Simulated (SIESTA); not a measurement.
Set up this calculation in SIESTA 5.4.2, as the native input.

```yaml
Task: single point
Functional: PBEsol
Potentials_or_basis: PseudoDojo 0.4 standard (PBEsol files)
Basis: DZP (energy shift 0.003 Ry; two zetas on semicore shells)
Grid_cutoff: 800 Ry
Energy_shift: 0.003 Ry
k_mesh: 6 × 6 × 6
Occupations: fermi-dirac, width 0.05 eV
Spin: no spin polarisation
```

In4GeSb2Te:

```
Te Sb In Ge
1.0
    -3.28172    3.28172    6.55724
     3.28172   -3.28172    6.55724
     3.28172    3.28172   -6.55724
Te Sb In Ge
1 2 4 1
Direct
  0.00095 0.99157 0.98916
  0.75726 0.25471 0.50195
  0.23906 0.74439 0.48684
  0.14518 0.59944 0.99532
  0.39729 0.39749 0.54693
  0.60341 0.14947 0.99600
  0.85185 0.85739 0.46288
  0.50411 0.50681 0.00597
```

The cell comes from a database or a generator and needn't be the stable form of this composition.

The cell isn't the ideal one: atoms moved at random, drawn with an rms of 0.05 Å.

One way to write it, as run:

In4GeSb2Te.fdf

```
SystemName                      In4GeSb2Te
SystemLabel                     In4GeSb2Te
NumberOfSpecies                 4
NumberOfAtoms                   8
%block ChemicalSpeciesLabel
  1  52 Te
  2  51 Sb
  3  49 In
  4  32 Ge
%endblock ChemicalSpeciesLabel

LatticeConstant                 1.0 Ang
%block LatticeVectors
    -3.2817245000     3.2817245000     6.5572400000
     3.2817245000    -3.2817245000     6.5572400000
     3.2817245000     3.2817245000    -6.5572400000
%endblock LatticeVectors
AtomicCoordinatesFormat         Fractional
%block AtomicCoordinatesAndAtomicSpecies
     0.0009490000    -0.0084340000    -0.0108400000  1  Te
     0.7572610000     0.2547110000     0.5019500000  2  Sb
     0.2390630000     0.7443890000     0.4868360000  2  Sb
     0.1451830000     0.5994350000    -0.0046750000  3  In
     0.3972880000     0.3974910000     0.5469350000  3  In
     0.6034080000     0.1494720000    -0.0040000000  3  In
     0.8518530000     0.8573860000     0.4628760000  3  In
     0.5041150000     0.5068070000     0.0059700000  4  Ge
%endblock AtomicCoordinatesAndAtomicSpecies

%block kgrid.MonkhorstPack
    6   0   0  0.0
    0   6   0  0.0
    0   0   6  0.0
%endblock kgrid.MonkhorstPack
XC.Functional                   GGA
XC.Authors                      PBEsol
PAO.BasisSize                   DZP
PAO.EnergyShift                 0.003 Ry
Mesh.Cutoff                     800 Ry
OccupationFunction              FD
ElectronicTemperature           0.05 eV
MaxSCFIterations                120
SCF.MustConverge                false
SCF.Mixer.Method                Pulay
SCF.Mixer.Weight                0.25
SCF.Mixer.History               8
SCF.DM.Tolerance                5.0e-05
SCF.H.Tolerance                 1.0e-03 eV
WriteForces                     true
Charge.Mulliken                 end
%block PAO.Basis
  Te 4
  n=5 0 2
    5.613 0.000
  n=5 1 2
    7.253 0.000
  n=4 2 2
    3.260 0.000
  n=5 2 1
    7.253
  Sb 4
  n=5 0 2
    5.972 0.000
  n=5 1 2
    7.842 0.000
  n=4 2 2
    3.490 0.000
  n=5 2 1
    7.842
  In 4
  n=5 0 2
    6.955 0.000
  n=5 1 2
    9.500 0.000
  n=4 2 2
    4.114 0.000
  n=5 2 1
    9.500
  Ge 4
  n=4 0 2
    5.960 0.000
  n=4 1 2
    8.130 0.000
  n=3 2 2
    3.189 0.000
  n=4 2 1
    8.130
%endblock PAO.Basis
```

Potentials or basis: PseudoDojo 0.4 standard (PBEsol files), DZP (energy shift 0.003 Ry; two zetas on semicore shells).

Launch:

```sh
$ siesta In4GeSb2Te.fdf > In4GeSb2Te.out 2>&1
```

Results of the run:

| Item | Value |
| --- | --- |
| Pressure | -1.8 GPa |
| Largest force | 0.544 eV/Å |
| Band gap on the k mesh | none (metal or under the smearing width) |

Caveat: the basis of atomic orbitals isn't converged, which shifts pressures, moduli and gaps.

It took 4.9 min on 1 thread of Arm Neoverse V2 (shared host), peak memory 1.2 GiB.
